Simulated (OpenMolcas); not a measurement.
**W³⁺ among point charges: CASSCF and CASPT2 levels and susceptibility**

Aim: the splitting of the states of W³⁺ in the field of 2 point charges, its lowest levels with spin-orbit coupling and its magnetic susceptibility.

Program: OpenMolcas 26.06. Level of theory: state-averaged CASSCF and CASPT2, spin-orbit coupling by RASSI with atomic mean-field integrals. These are calculated values, not measurements, unless marked.

## 1. The system

| Item | Value |
| --- | --- |
| Species | W³⁺ (tungsten, Z = 74, 71 electrons) |
| Basis | ANO-RCC-VDZP [7s6p4d2f1g], 68 functions |
| Scalar Hamiltonian | DKH2, point nucleus |
| Inactive shells | 1s 2s 2p 3s 3p 3d 4s 4p 4d 4f 5s 5p |
| Active space | 3 electrons in 5 orbitals (5d) |
| Some configurations of this space | 5d³ |
| Orbitals | optimised for each spin and parity, averaged over all roots |

The outer shells:

5d3
```
5d [↑ ][↑ ][↑ ][  ][  ]
```

The ion sits among 2 point charges of -2 e arranged as a linear pair (D∞h), 2.07 Å from the ion.

The work runs as a chain of OpenMolcas steps in one folder; each step below is one input file. The outputs are cut to the sections that carry results. Labels, J, g values, rates, χT and fits are worked out afterwards by a script from the matrices that RASSI stores. The input lists half of the charges; inversion (Group=XYZ) makes the rest.

## 2. One- and two-electron integrals

File a.inp:

```
&GATEWAY
Coord
1

W 0.0 0.0 0.0
Basis=ANO-RCC-VDZP
Group=XYZ
NoMove
AngMom=0.0 0.0 0.0
AMFI
XField
1 Angstrom 0
0.000000 0.000000 2.070000 -2.000000
&SEWARD
```

Command:

```bash
$ OMP_NUM_THREADS=1 MOLCAS_MEM=1689 MOLCAS_PROJECT=a pymolcas a.inp > a.log
```

## 3. Reference wave functions, quartets of even parity, 10 roots

File a.inp:

```
&RASSCF
FileOrb=start.orb
Symmetry=1
Spin=4
nActEl=3 0 0
Inactive=15 19
Ras2=5 0
CIRoot=10 10 1
SDav=10
CIMx=300
Iter=120 100
PrWF=0.3
OrbListing=Nothing
MaxOrb=0
>>> COPY $Project.JobIph JOB001
```

start.orb holds the contracted functions of the basis, ordered by shell, or the orbitals of the step before.

## 4. Reference wave functions, doublets of even parity, 40 roots

File a.inp:

```
&RASSCF
FileOrb=start.orb
Symmetry=1
Spin=2
nActEl=3 0 0
Inactive=15 19
Ras2=5 0
CIRoot=40 40 1
SDav=40
CIMx=300
Iter=120 100
PrWF=0.3
OrbListing=Nothing
MaxOrb=0
>>> COPY $Project.JobIph JOB002
```

## 5. RASSI: spin-orbit coupling between the states

File a.inp:

```
&RASSI
NrOfJobIphs=2 10 40
1 2 3 4 5 6 7 8 9 10
1 2 3 4 5 6 7 8 9 10 11 12 13 14 15 16 17 18 19 20 21 22 23 24 25 26 27
28 29 30 31 32 33 34 35 36 37 38 39 40
IphNames
JOB001
JOB002
EJob
SpinOrbit
DIPRint=1.0
SOCoupling=1000.0
Subsets=2
Property=9
'ANGMOM' 1 'ANGMOM' 2 'ANGMOM' 3 'MLTPL  1' 1 'MLTPL  1' 2 'MLTPL  1' 3
'AMFI' 1 'AMFI' 2 'AMFI' 3
SOProperty=3
'ANGMOM' 1 'ANGMOM' 2 'ANGMOM' 3
```

## 6. CASPT2: IPEA 0.25, imaginary shift 0.1 (closed shells correlated: 4f 5s 5p)

File a.inp:

```
>>> COPY JOB001 $Project.JobIph
&CASPT2
Multistate=10 1 2 3 4 5 6 7 8 9 10
NoMult
Frozen=14 9
IPEA=0.25
Imaginary=0.1
MaxIter=60
WThr=0.0 0.3 0.05
PrWF=0.5
NoMix
>>> COPY JOB002 $Project.JobIph
&CASPT2
Multistate=40 1 2 3 4 5 6 7 8 9 10 11 12 13 14 15 16 17 18 19 20 21 22
23 24 25 26 27 28 29 30 31 32 33 34 35 36 37 38 39 40
NoMult
Frozen=14 9
IPEA=0.25
Imaginary=0.1
MaxIter=60
WThr=0.0 0.3 0.05
PrWF=0.5
NoMix
```

(Steps that only read results are left out.)

What does the calculation give? Wanted: spin-free ground state; first state of the same spin within the active space; lowest level; next level.

**Answer**, as computed:

| quantity | value |
| --- | --- |
| method | SS-CASPT2, IPEA 0.25, imaginary shift 0.1 (closed shells correlated: 4f 5s 5p) |
| spin-free ground state | 4Sigma, 1-fold in its orbital part |
| first state of the same spin within the active space | 4Pi at 6110 cm⁻¹ |
| lowest level | 2-fold, g = 1.70, 1.70, 1.76 |
| next level | 2132.2 cm⁻¹ |
| χT at 300 K | 0.35 cm³ K/mol |
| effective moment at 300 K | 1.68 μB |

Cost by method:

```tsv
method	time of its own steps	time with the reference
A. CASSCF	12 s	12 s
B. SS-CASPT2, IPEA 0.25, imaginary shift 0.1, +4f 5s 5p	8.7 s	21 s
```

Times are of one thread on a shared host.

The spin-free ground state (4Sigma) comes to 80 % from free-ion F terms and keeps the highest spin of the shell. χT at 300 K is 0.35, against 1.88 cm³ K/mol for the spin alone, so orbital moment, zero-field splitting or mixing of spin states lowers it. CASPT2 does not keep the components of a term degenerate, and the means are used. Point charges leave out covalency, so the field and the spin state can differ from those of real complexes. This is an electrostatic model: the charges have no orbitals.
